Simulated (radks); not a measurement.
# Ho⁴⁺ in [Kr] 4d10 4f9 5s2 5p4 6p2: an all-electron calculation

Wanted: eigenvalues, radial structure and energy terms of the holmium ion Ho4+.

Method: scalar-relativistic Kohn-Sham, Wu-Cohen GGA, spin-unpolarised, spherical densities, finite nucleus. Code: radks (a radial shooting solver on a logarithmic mesh, Libxc functionals) version 1.

## 1. What is computed

```
element            : holmium (Z = 67)
charge             : +4
electrons          : 63
configuration      : [Kr] 4d10 4f9 5s2 5p4 6p2
nuclear rms radius : 5.2022 fm
```

Outer shells as boxes (Hund's rule):

Ho⁴⁺
```
[Kr] core
4d [↑↓][↑↓][↑↓][↑↓][↑↓]
4f [↑↓][↑↓][↑ ][↑ ][↑ ][↑ ][↑ ]
5s [↑↓]
5p [↑↓][↑ ][↑ ]
6p [↑ ][↑ ][  ]
```

## 2. The calculation

Input:

```text
Z 67
configuration [Kr] 4d10 4f9 5s2 5p4 6p2
relativity scalar-relativistic
functional wc,pbe
spin unpolarised
nucleus finite rms 5.2022 fm
c 137.035999084
```

Q: Predict the outcome of this run.

The runs gave:

```
                        quantity                value
                    total energy  -12607.3711 hartree
exchange-correlation share of it               2.11 %
                            −T/E               1.0813
          highest occupied level       6p, -31.224 eV
    most extended occupied level  6p, <r> = 2.98 bohr
 radius at density 0.001 e/bohr³            4.37 bohr
    maxima of the radial density                    4
```

What this shows: The radial density shows 4 maxima for 6 occupied principal shells; where shells overlap, one shows as a shoulder or not at all. −T/E is 1.081: with relativity the kinetic term as defined here no longer equals −E. This is not the tabulated ground configuration, so its levels and sizes aren't those of the ground state, and no measured value stands beside it.
